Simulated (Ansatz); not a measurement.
# C₂H₅FOSi: one species, many methods

An exercise on one series of results from a longer session: the logs are not shown, and one member is left open.

Computed with Ansatz 0.2.0, Gaussian basis. Level: functionals in def2-TZVPP, the program's frozen cores in correlated methods.

Levels to be run: PBE-D4, r2SCAN-D4, PBE0-D4, B3LYP-D4, ωB97X-V, ωB97M-V, B2PLYP; CCSD(T)/def2-TZVPP; MP2/def2-QZVPP; extrapolation to the limit.

### The geometry

All runs share one geometry, relaxed beforehand with PBE0-D4 in a triple-zeta def2 set.

SMILES `F[C@H]1O[C@H]1[SiH3]`, 10 atoms, charge 0, spin multiplicity 1.

Atoms are counted from 1 here; the program's logs count them from 0.

Bond lengths: F1–C2 1.352 Å, C2–O3 1.369 Å, C2–C4 1.457 Å, C2–H6 1.087 Å, O3–C4 1.463 Å, C4–Si5 1.882 Å, C4–H7 1.091 Å, Si5–H8 1.487 Å, Si5–H9 1.480 Å, Si5–H10 1.485 Å. Angles: F1–C2–O3 115.8°, F1–C2–C4 119.8°, F1–C2–H6 110.3°, O3–C2–C4 62.3°, O3–C2–H6 117.3°, C4–C2–H6 123.3°, C2–O3–C4 61.8°, C2–C4–O3 55.9°, C2–C4–Si5 123.1°, C2–C4–H7 116.0°, O3–C4–Si5 116.5°, O3–C4–H7 112.6°, Si5–C4–H7 117.1°, C4–Si5–H8 107.9°, C4–Si5–H9 110.7°, C4–Si5–H10 108.4°, H8–Si5–H9 110.7°, H8–Si5–H10 108.9° and more.

The first run:

Input file in.yaml:

```yaml
crystal:
  periodic: [false, false, false]
  atoms:
    - {symbol: F, position_ang: [-1.316906, -1.326989, 0.932195]}
    - {symbol: C, position_ang: [-0.754234, -1.276014, -0.295933]}
    - {symbol: O, position_ang: [-1.178959, -0.255189, -1.103734]}
    - {symbol: C, position_ang: [0.198865, -0.220905, -0.612786]}
    - {symbol: Si, position_ang: [0.630014, 1.168046, 0.581221]}
    - {symbol: H, position_ang: [-0.710060, -2.271344, -0.731646]}
    - {symbol: H, position_ang: [0.927725, -0.451748, -1.391047]}
    - {symbol: H, position_ang: [1.923295, 0.827278, 1.230308]}
    - {symbol: H, position_ang: [-0.435677, 1.335817, 1.593699]}
    - {symbol: H, position_ang: [0.799034, 2.419948, -0.199276]}
basis:
  gaussian: {orbitals: def2-TZVPP}
hamiltonian: {xc: pbe, dispersion: d4}
output: {forces: true, orbitals: {seedname: orbitals}}
```

Started as:

```sh
ansatz run in.yaml --threads 4 --pin off --events-out ev --progress --plain --max-ram 10444MiB
```

Among the steps run: PBE-D4 (GGA); r2SCAN-D4 (meta-GGA); PBE0-D4 (hybrid); B3LYP-D4 (hybrid); ωB97X-V (range-separated); ωB97M-V (range-separated); B2PLYP (double hybrid); CCSD(T) in def2-TZVPP; MP2 in def2-QZVPP.

One of the session's tables, all rows but one given; the rest of the session is left out.

| method | atomisation energy (kJ/mol) |
| --- | --- |
| PBE-D4 | 3753.4 |
| r2SCAN-D4 | 3671.3 |
| PBE0-D4 | 3661.5 |
| B3LYP-D4 | 3642.1 |
| ωB97X-V | 3678.6 |
| ωB97M-V | 3667.5 |
| B2PLYP | ? |
| HF/def2-TZVPP | 2568.4 |
| MP2/def2-TZVPP | 3633.4 |
| CCSD/def2-TZVPP | 3488.4 |
| CCSD(T)/def2-TZVPP | 3552.0 |
| MP2/CBS | 3732.8 |
| CCSD(T)/CBS | 3651.4 |

**Question.** Estimate the row for B2PLYP.

As computed: atomisation energy (kJ/mol): 3608.3. In the column «atomisation energy (kJ/mol)» it lies between CCSD(T)/def2-TZVPP (3552.0) and MP2/def2-TZVPP (3633.4).
